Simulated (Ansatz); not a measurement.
# TiCu2HgS4: the cost of one run

Method: reference: DFT r2SCAN, plane waves, PAW, scalar-relativistic, collinear spin, in Ansatz 0.2.0.

1 further run of the same task is left out (set aside as unsound or not needed).

## Step 1: The system as given

It takes space group I-42m (No. 121, tetragonal). The conventional cell has a = 5.472 Å, b = 5.472 Å, c = 10.649 Å, α = 90.00°, β = 90.00°, γ = 90.00°. Hg (site symmetry -42m) has 4 S at 2.48 Å as nearest neighbours. Around Ti (site symmetry -42m) lie 4 S at 2.36 Å. Cu (site symmetry -4) has 4 S at 2.28 Å as nearest neighbours. Around S (site symmetry m) lie 2 Cu at 2.28 Å and 1 Ti at 2.36 Å and 1 Hg at 2.48 Å.

Structure file:

```cif
data_structure
_symmetry_space_group_name_H-M 'P 1'
_symmetry_Int_Tables_number 1
_cell_length_a 5.4716
_cell_length_b 5.4716
_cell_length_c 6.5820
_cell_angle_alpha 65.440
_cell_angle_beta 65.440
_cell_angle_gamma 90.000
_cell_volume 159.42
loop_
_atom_site_label
_atom_site_type_symbol
_atom_site_fract_x
_atom_site_fract_y
_atom_site_fract_z
_atom_site_occupancy
Hg1 Hg 0.00000 0.00000 0.00000 1
Ti1 Ti 0.50000 0.50000 0.00000 1
Cu1 Cu 0.25000 0.75000 0.50000 1
Cu2 Cu 0.75000 0.25000 0.50000 1
S1 S 0.60342 0.60342 0.27356 1
S2 S 0.39658 0.87698 0.72644 1
S3 S 0.12302 0.12302 0.27356 1
S4 S 0.87698 0.39658 0.72644 1
```

## Step 2: Reference

input.yaml reads:

```yaml
crystal:
  lattice:
    - [0.0, 5.47163797, 0.0]
    - [5.47163797, 0.0, 0.0]
    - [2.73581898, 2.73581898, -5.3247417]
  atoms:
    - { symbol: Hg, position: [0.0, 0.0, 0.0] }
    - { symbol: Ti, position: [0.5, 0.5, 0.0] }
    - { symbol: Cu, position: [0.25, 0.75, 0.5] }
    - { symbol: Cu, position: [0.75, 0.25, 0.5] }
    - { symbol: S, position: [0.60342, 0.60342, 0.27356] }
    - { symbol: S, position: [0.39658, 0.87698, 0.72644] }
    - { symbol: S, position: [0.12302, 0.12302, 0.27356] }
    - { symbol: S, position: [0.87698, 0.39658, 0.72644] }
kpoints:
  mp_grid: { grid: [4, 4, 4], shift: [0, 0, 0] }
magnetization:
  spin_polarized: true
scf:
  occupations: { method: fermi_dirac }
hamiltonian:
  pseudopotentials: { kind: paw }
  xc: r2scan
basis:
  ecutwfc: 500
output:
  forces: true
  stress: true
  eigenvalues: true
```

The run is started by

```
$ ansatz run input.yaml --threads 1 --pin off --max-ram 2560MiB --backend cpu --events-out ev --progress --plain --runs-dir out
```

**Question.** How long does this run take on 1 thread of Arm Neoverse N1, shared host, and how much memory does it need?

About 1.9 min, with a peak of 0.83 GiB.
